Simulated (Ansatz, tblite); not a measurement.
**GeEt2Me2 (C6H16Ge): one state, many levels**

One table from this session's results is given with a row withheld; the runs are named, their logs left out.

Computed with Ansatz 0.2.0, Gaussian basis. Level: as each input shows.

Plan: GFN1-xTB, GFN2-xTB, PBE-D4/def2-TZVP, r2SCAN-D4/def2-TZVP, r2SCAN0-D4/def2-TZVP, B3LYP-D4/def2-TZVP, CAM-B3LYP-D4/def2-TZVP, PBE-D4/def2-SVP, PBE0-D4/def2-SVP, HF/STO-3G, MP2/def2-TZVP, RPA/def2-TZVP.

2 further runs of the same task are left out: 2 set aside as unsound or not needed. Runs told in other sessions of the task aren't counted.

## The structure

The geometry is that of the singlet, from an earlier relaxation (r2SCAN-D4/def2-SVP).

23 atoms, charge 0, spin multiplicity 1.

Bond lengths: C1–C2 1.529 Å, C1–Ge7 1.968 Å, C1–H8 1.105 Å, C1–H9 1.105 Å, C2–H10 1.103 Å, C2–H11 1.103 Å, C2–H12 1.103 Å, C3–C4 1.529 Å, C3–Ge7 1.969 Å, C3–H13 1.105 Å, C3–H14 1.105 Å, C4–H15 1.103 Å, C4–H16 1.103 Å, C4–H17 1.103 Å, C5–Ge7 1.960 Å, C5–H18 1.101 Å, C5–H19 1.102 Å, C5–H20 1.102 Å and more. Angles: C2–C1–Ge7 114.1°, C2–C1–H8 110.4°, C2–C1–H9 110.5°, Ge7–C1–H8 107.7°, Ge7–C1–H9 107.8°, H8–C1–H9 105.9°, C1–C2–H10 112.1°, C1–C2–H11 111.6°, C1–C2–H12 111.7°, H10–C2–H11 107.1°, H10–C2–H12 107.0°, H11–C2–H12 107.1°, C4–C3–Ge7 113.9°, C4–C3–H13 110.3°, C4–C3–H14 110.5°, Ge7–C3–H13 108.0°, Ge7–C3–H14 107.8°, H13–C3–H14 106.0° and more.

Geometry (Å):

```xyz
23
charge 0, multiplicity 1
C    -0.3576    0.1879    1.9597
C     0.2759   -1.0649    2.5654
C     1.4807    0.2030   -0.6839
C     1.5825    0.2577   -2.2087
C    -1.2888    1.8268   -0.6352
C    -1.3116   -1.3710   -0.6788
Ge   -0.3689    0.2132   -0.0083
H    -1.4027    0.2961    2.3025
H     0.1700    1.0950    2.3060
H     0.2615   -1.0457    3.6686
H    -0.2536   -1.9798    2.2505
H     1.3290   -1.1783    2.2576
H     1.9807   -0.7037   -0.2982
H     2.0111    1.0596   -0.2297
H     2.6299    0.2470   -2.5558
H     1.0762   -0.6012   -2.6806
H     1.1163    1.1712   -2.6144
H    -1.3511    1.8462   -1.7347
H    -0.7580    2.7341   -0.3052
H    -2.3149    1.8665   -0.2362
H    -1.4058   -1.3358   -1.7757
H    -2.3262   -1.4284   -0.2529
H    -0.7748   -2.2953   -0.4121
```

PBE0-D4/def2-TZVP was run before; its log isn't repeated, and its numbers join the tables.

The first run:

Tight binding, by tblite at 300 K electronic temperature and without a spin-polarisation term:

```python
tblite.interface.Calculator('GFN1-xTB', numbers, positions, charge=0, uhf=0).singlepoint()
```

Tight binding, by tblite at 300 K electronic temperature and without a spin-polarisation term:

```python
tblite.interface.Calculator('GFN2-xTB', numbers, positions, charge=0, uhf=0).singlepoint()
```

start.molden holds the orbitals of an earlier run on this state, given as this run's starting guess.

Contents of in.yaml:

```yaml
crystal:
  periodic: [false, false, false]
  atoms:
    - {symbol: C, position_ang: [-0.357612, 0.187869, 1.959681]}
    - {symbol: C, position_ang: [0.275897, -1.064907, 2.565401]}
    - {symbol: C, position_ang: [1.480704, 0.202954, -0.683948]}
    - {symbol: C, position_ang: [1.582502, 0.257684, -2.208699]}
    - {symbol: C, position_ang: [-1.288776, 1.826750, -0.635167]}
    - {symbol: C, position_ang: [-1.311593, -1.371026, -0.678792]}
    - {symbol: Ge, position_ang: [-0.368940, 0.213191, -0.008331]}
    - {symbol: H, position_ang: [-1.402681, 0.296117, 2.302516]}
    - {symbol: H, position_ang: [0.170024, 1.095007, 2.306042]}
    - {symbol: H, position_ang: [0.261538, -1.045722, 3.668600]}
    - {symbol: H, position_ang: [-0.253596, -1.979793, 2.250545]}
    - {symbol: H, position_ang: [1.328995, -1.178290, 2.257637]}
    - {symbol: H, position_ang: [1.980714, -0.703657, -0.298206]}
    - {symbol: H, position_ang: [2.011111, 1.059631, -0.229724]}
    - {symbol: H, position_ang: [2.629888, 0.246951, -2.555802]}
    - {symbol: H, position_ang: [1.076248, -0.601223, -2.680630]}
    - {symbol: H, position_ang: [1.116267, 1.171219, -2.614354]}
    - {symbol: H, position_ang: [-1.351116, 1.846191, -1.734680]}
    - {symbol: H, position_ang: [-0.757964, 2.734091, -0.305211]}
    - {symbol: H, position_ang: [-2.314883, 1.866455, -0.236238]}
    - {symbol: H, position_ang: [-1.405785, -1.335842, -1.775653]}
    - {symbol: H, position_ang: [-2.326159, -1.428377, -0.252878]}
    - {symbol: H, position_ang: [-0.774783, -2.295285, -0.412111]}
basis:
  gaussian: {orbitals: def2-TZVP, initial_orbitals: start.molden}
hamiltonian: {xc: pbe, dispersion: d4}
scf: {omitted_lower_state_checks: [starts]}
output: {forces: true, orbitals: {seedname: orbitals}}
```

Command:

```sh
$ ansatz run in.yaml --threads 4 --pin off --events-out ev --progress --plain --max-ram 4787MiB
```

Among the steps run: PBE-D4/def2-TZVP; r2SCAN-D4/def2-TZVP; r2SCAN0-D4/def2-TZVP; B3LYP-D4/def2-TZVP; CAM-B3LYP-D4/def2-TZVP; PBE-D4/def2-SVP; PBE0-D4/def2-SVP; HF/STO-3G; MP2/def2-TZVP; RPA/def2-TZVP.

One of the session's tables, all rows but one given; the rest of the session is left out.

It belongs to the step «Binding energy». 

| level | binding an atom (eV) |
| --- | --- |
| HF/STO-3G | 3.906 |
| HF/def2-TZVP | 2.981 |
| PBE-D4/def2-SVP | 4.001 |
| PBE-D4/def2-TZVP | 3.978 |
| r2SCAN-D4/def2-TZVP | 3.935 |
| B3LYP-D4/def2-TZVP | 3.927 |
| PBE0-D4/def2-SVP | 3.975 |
| PBE0-D4/def2-TZVP | 3.945 |
| r2SCAN0-D4/def2-TZVP | ? |
| CAM-B3LYP-D4/def2-TZVP | 3.942 |
| MP2/def2-TZVP | 3.829 |

Q: Estimate the row for r2SCAN0-D4/def2-TZVP from the others.

**Answer.** binding an atom (eV): 3.908. In the column «binding an atom (eV)» it lies between HF/STO-3G (3.906) and B3LYP-D4/def2-TZVP (3.927).

Limits of these values: Free atoms were run apart at each level; binding is atoms less cluster, divided by the number of atoms, without zero-point or spin-orbit terms.
